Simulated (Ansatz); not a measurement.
# C₂H₇FSSi: up Jacob's ladder to CCSD(T)

An exercise on one series of results from a longer session: the logs are not shown, and one member is left open.

Program: Ansatz 0.2.0, Gaussian basis. Level of theory: functionals in def2-TZVPP, the program's frozen cores in correlated methods. These are calculated values, not measurements.

Levels to be run: LDA (SPW92), PBE-D4, revPBE-D4, BLYP-D4, r2SCAN-D4, B97M-V, PBE0-D4, B3LYP-D4, r2SCANh-D4, r2SCAN0-D4, HSE06-D4, BHLYP-D4, CAM-B3LYP-D4, LC-ωPBE, ωB97X-V, ωB97M-V, B2PLYP, PBE-QIDH; CCSD(T)/def2-SVP; CCSD(T)/def2-TZVPP; MP2/def2-QZVPP; extrapolation to the limit; RPA on PBE.

## The relaxed structure

An earlier PBE0-D4 in a triple-zeta def2 set relaxation fixed the geometry.

SMILES `C[Si](C)(F)S`, 12 atoms, charge 0, spin multiplicity 1.

Atoms are counted from 1 here; the program's logs count them from 0.

Bond lengths: C1–Si2 1.854 Å, C1–H6 1.093 Å, C1–H7 1.092 Å, C1–H8 1.094 Å, Si2–C3 1.854 Å, Si2–F4 1.603 Å, Si2–S5 2.143 Å, C3–H9 1.093 Å, C3–H10 1.092 Å, C3–H11 1.094 Å, S5–H12 1.344 Å. Angles: Si2–C1–H6 110.8°, Si2–C1–H7 110.6°, Si2–C1–H8 110.6°, H6–C1–H7 108.1°, H6–C1–H8 108.0°, H7–C1–H8 108.6°, C1–Si2–C3 112.6°, C1–Si2–F4 108.4°, C1–Si2–S5 111.8°, C3–Si2–F4 108.4°, C3–Si2–S5 111.9°, F4–Si2–S5 103.2°, Si2–C3–H9 110.8°, Si2–C3–H10 110.6°, Si2–C3–H11 110.6°, H9–C3–H10 108.1°, H9–C3–H11 108.0°, H10–C3–H11 108.6° and more.

Set-up of the first run:

Contents of in.yaml:

```yaml
crystal:
  periodic: [false, false, false]
  atoms:
    - {symbol: C, position_ang: [-1.601684, -0.061862, 0.258432]}
    - {symbol: Si, position_ang: [0.037492, 0.150462, -0.580927]}
    - {symbol: C, position_ang: [1.374165, -0.869231, 0.200101]}
    - {symbol: F, position_ang: [-0.114533, -0.300468, -2.111899]}
    - {symbol: S, position_ang: [0.594048, 2.214173, -0.732429]}
    - {symbol: H, position_ang: [-1.555846, 0.289341, 1.292652]}
    - {symbol: H, position_ang: [-2.375540, 0.508666, -0.258646]}
    - {symbol: H, position_ang: [-1.894416, -1.115438, 0.271641]}
    - {symbol: H, position_ang: [1.549988, -0.553071, 1.231690]}
    - {symbol: H, position_ang: [2.310713, -0.762816, -0.350617]}
    - {symbol: H, position_ang: [1.094766, -1.926423, 0.213193]}
    - {symbol: H, position_ang: [0.657745, 2.371667, 0.600910]}
basis:
  gaussian: {orbitals: def2-TZVPP}
hamiltonian: {xc: lda}
output: {orbitals: {seedname: orbitals}}
```

Run with:

```sh
$ ansatz run in.yaml --threads 4 --pin off --events-out ev --progress --plain --max-ram 10444MiB
```

Steps of the session up to this table: LDA; PBE-D4 (GGA); revPBE-D4 (GGA); BLYP-D4 (GGA); r2SCAN-D4 (meta-GGA); B97M-V (meta-GGA); PBE0-D4 (hybrid); B3LYP-D4 (hybrid); r2SCANh-D4 (hybrid); r2SCAN0-D4 (hybrid); HSE06-D4 (hybrid); BHLYP-D4 (hybrid); CAM-B3LYP-D4 (range-separated); LC-ωPBE (range-separated); ωB97X-V (range-separated); ωB97M-V (range-separated); B2PLYP (double hybrid); PBE-QIDH (double hybrid).

One table of the session follows, with a row left open; its other results are not shown here.

```
  functional  HOMO (eV)  LUMO (eV)  gap (eV)
 LDA (SPW92)      -6.24      -0.76      5.48
      PBE-D4      -6.13      -0.60      5.53
   revPBE-D4      -6.08      -0.52      5.56
     BLYP-D4      -5.97      -0.54      5.43
   r2SCAN-D4      -6.42      -0.19      6.22
      B97M-V      -6.51      -0.41      6.10
     PBE0-D4      -7.38       0.30      7.68
    B3LYP-D4      -7.13       0.00      7.13
  r2SCANh-D4      -6.87       0.13      7.00
  r2SCAN0-D4      -7.56       0.59      8.15
    HSE06-D4      -6.97      -0.07      6.90
    BHLYP-D4      -8.48       1.06      9.54
CAM-B3LYP-D4          ?          ?         ?
     LC-ωPBE     -10.12       2.50     12.62
     ωB97X-V      -9.76       2.29     12.04
     ωB97M-V      -9.58       1.94     11.52
```

Estimate the missing values for CAM-B3LYP-D4.

The run gave: HOMO (eV): -8.71; LUMO (eV): 1.20; gap (eV): 9.92. In the column «HOMO (eV)» it lies between ωB97M-V (-9.58) and BHLYP-D4 (-8.48).
